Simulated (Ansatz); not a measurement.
# C2H6BFSSi: a ladder of functionals and wavefunction methods

Aim: compute C2H6BFSSi with functionals from several rungs and with coupled cluster, and see how far each lands from CCSD(T) at the basis-set limit for the atomisation energy.

The runs use Ansatz 0.2.0, Gaussian basis; functionals in def2-TZVPP, the program's frozen cores in correlated methods.

The runs, in order: PBE-D4, r2SCAN-D4, PBE0-D4, B3LYP-D4, ωB97X-V, ωB97M-V, B2PLYP; CCSD(T)/def2-TZVPP; MP2/def2-QZVPP; extrapolation to the limit.

**1. Structure used throughout**

All runs share one geometry, relaxed beforehand with PBE0-D4 in a triple-zeta def2 set.

SMILES `C=CB(S)[SiH2]F`, 12 atoms, charge 0, spin multiplicity 1.

Atoms are counted from 1 here; the program's logs count them from 0.

Bond lengths: C1–C2 1.335 Å, C1–H7 1.087 Å, C1–H8 1.086 Å, C2–B3 1.545 Å, C2–H9 1.089 Å, B3–S4 1.776 Å, B3–Si5 2.019 Å, S4–H10 1.348 Å, Si5–F6 1.611 Å, Si5–H11 1.489 Å, Si5–H12 1.487 Å. Angles: C2–C1–H7 121.8°, C2–C1–H8 122.1°, H7–C1–H8 116.1°, C1–C2–B3 124.3°, C1–C2–H9 117.4°, B3–C2–H9 118.0°, C2–B3–S4 123.7°, C2–B3–Si5 120.1°, S4–B3–Si5 116.1°, B3–S4–H10 99.3°, B3–Si5–F6 108.8°, B3–Si5–H11 110.9°, B3–Si5–H12 114.1°, F6–Si5–H11 107.3°, F6–Si5–H12 107.2°, H11–Si5–H12 108.3°.

**2. PBE-D4 (GGA)**

in.yaml reads:

```yaml
crystal:
  periodic: [false, false, false]
  atoms:
    - {symbol: C, position_ang: [-2.141684, 0.253903, 0.213908]}
    - {symbol: C, position_ang: [-0.911201, 0.625943, -0.146325]}
    - {symbol: B, position_ang: [0.283875, -0.343055, -0.287947]}
    - {symbol: S, position_ang: [0.144126, -1.994582, -0.925980]}
    - {symbol: Si, position_ang: [2.121093, 0.216198, 0.335812]}
    - {symbol: F, position_ang: [2.207496, 1.824815, 0.317002]}
    - {symbol: H, position_ang: [-2.397182, -0.788367, 0.385501]}
    - {symbol: H, position_ang: [-2.935202, 0.974198, 0.386867]}
    - {symbol: H, position_ang: [-0.718749, 1.693896, -0.242944]}
    - {symbol: H, position_ang: [-1.170073, -2.001353, -1.226665]}
    - {symbol: H, position_ang: [2.363309, -0.223531, 1.737633]}
    - {symbol: H, position_ang: [3.231291, -0.293264, -0.512964]}
basis:
  gaussian: {orbitals: def2-TZVPP}
hamiltonian: {xc: pbe, dispersion: d4}
output: {forces: true, orbitals: {seedname: orbitals}}
```

On the command line:

```console
ansatz run in.yaml --threads 4 --pin off --events-out ev --progress --plain --max-ram 10444MiB
```

The runs that follow: r2SCAN-D4 (meta-GGA); PBE0-D4 (hybrid); B3LYP-D4 (hybrid); ωB97X-V (range-separated); ωB97M-V (range-separated); B2PLYP (double hybrid); CCSD(T) in def2-TZVPP; MP2 in def2-QZVPP.

Q: Predict the results of all the runs planned. Wanted: atomisation energy, CCSD(T)/CBS; farthest; mean size of error, hybrid; mean size of error, range-separated; gap, smallest and largest; T1 diagnostic; triples share of the correlation energy.

As calculated:

| quantity | value |
| --- | --- |
| atomisation energy, CCSD(T)/CBS | 4567.8 kJ/mol |
| functionals within 22.8 kJ/mol (0.5 %) | PBE0-D4, B3LYP-D4, ωB97X-V, ωB97M-V |
| farthest | PBE-D4 (+95.4 kJ/mol) |
| mean size of error, hybrid | 15.0 kJ/mol |
| mean size of error, range-separated | 20.3 kJ/mol |
| gap, smallest and largest | 3.66 eV (PBE-D4), 10.04 eV (ωB97X-V) |
| T1 diagnostic | 0.0139 |
| triples share of the correlation energy | 4.0 % |

What this shows: PBE-D4 misses by +95.4 kJ/mol. Double hybrids carry the basis error of their MP2 part in triple zeta, and no dispersion term here, so their miss is partly the set-up's. Misses under about 22.8 kJ/mol are within the doubt on the reference itself, which lacks core-valence correlation, relativity and higher excitations. Hartree-Fock recovers 75 % of the binding; the rest is correlation. The gap grows from 3.7 to 10.0 eV across the functionals, mostly with the share of exact exchange. The restricted reference is unstable towards a spin-broken one.
